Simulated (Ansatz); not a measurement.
# Cu: the cost of one run

Method: DFT r2SCAN, scalar-relativistic, plane waves, PAW, in Ansatz 0.2.0.

2 further runs of the same task are left out: 2 set aside as unsound or not needed.

### Step 1. The starting structure

It takes space group P6_3/mmc (No. 194, hexagonal). Conventional cell: a = 2.531 Å, b = 2.531 Å, c = 4.130 Å, α = 90.00°, β = 90.00°, γ = 120.00°. Cu (site symmetry -6m2) is surrounded by 12 Cu at 2.53 Å.

Structure file:

```
Cu
1.0
     2.53050    0.00000    0.00000
    -1.26525    2.19148    0.00000
     0.00000    0.00000    4.12986
Cu
2
Direct
  0.33333 0.66667 0.25000
  0.66667 0.33333 0.75000
```

It goes back to an entry of the Materials Project, which need not be the stable form.

This cell was relaxed beforehand with the same method: volume 11.45 Å³/atom, gap on the mesh none (metal).

### Step 2. The slab

Planes are indexed in the bulk's conventional cell (P6_3/mmc (No. 194)), a = 2.531 Å, b = 2.531 Å, c = 4.130 Å, α = 90.00°, β = 90.00°, γ = 120.00°.

A (001) slab, 6.2 Å thick as cut, with 17 Å of vacuum; its outer planes are Cu (top) and Cu (bottom).

The slab as cut. Its planes from the bottom up:

```tsv
plane	atoms per cell	height over the lowest (Å)
1	Cu	0.00
2	Cu	2.06
3	Cu	4.13
4	Cu	6.19
```

### Step 3. Relaxing the clean slab

The input, input.yaml:

```yaml
crystal:
  lattice:
    - [2.5305027254, 0.0, 0.0]
    - [-1.2652513627, 2.1914796445, 0.0]
    - [0.0, 0.0, 23.1947833401]
  atoms:
    - { symbol: Cu, position: [0.6666666667, 0.3333333333, 0.3664617115] }
    - { symbol: Cu, position: [0.3333333333, 0.6666666667, 0.4554872372] }
    - { symbol: Cu, position: [0.6666666667, 0.3333333333, 0.5445127628] }
    - { symbol: Cu, position: [0.3333333333, 0.6666666667, 0.6335382885] }
basis:
  ecutwfc: 500
kpoints:
  mp_grid: { grid: [12, 12, 1] }
hamiltonian:
  xc: r2scan
scf:
  occupations: { method: gaussian, width: 0.1 }
output:
  forces: true
  eigenvalues: true
  write_density: true
  write_potential: true
  elf: true
  volumetric_format: npy
relax:
  adjacent_minimum: "off"
  f_tol: 0.03
  max_steps: 70
  constraints: [{ sites: [0, 1] }]
efield:
  axis: 3
  dipole_correction: true
  ramp_width: 0.04
```

Launch:

```sh
$ ansatz run input.yaml --threads 2 --pin off --max-ram 5120MiB --backend cpu --events-out ev --progress --plain --runs-dir out
```

What time and memory should one allow on 2 threads of Intel Xeon at 2.50GHz (Skylake/Cascade Lake), shared host?

About 98 s, with a peak of 0.74 GiB.
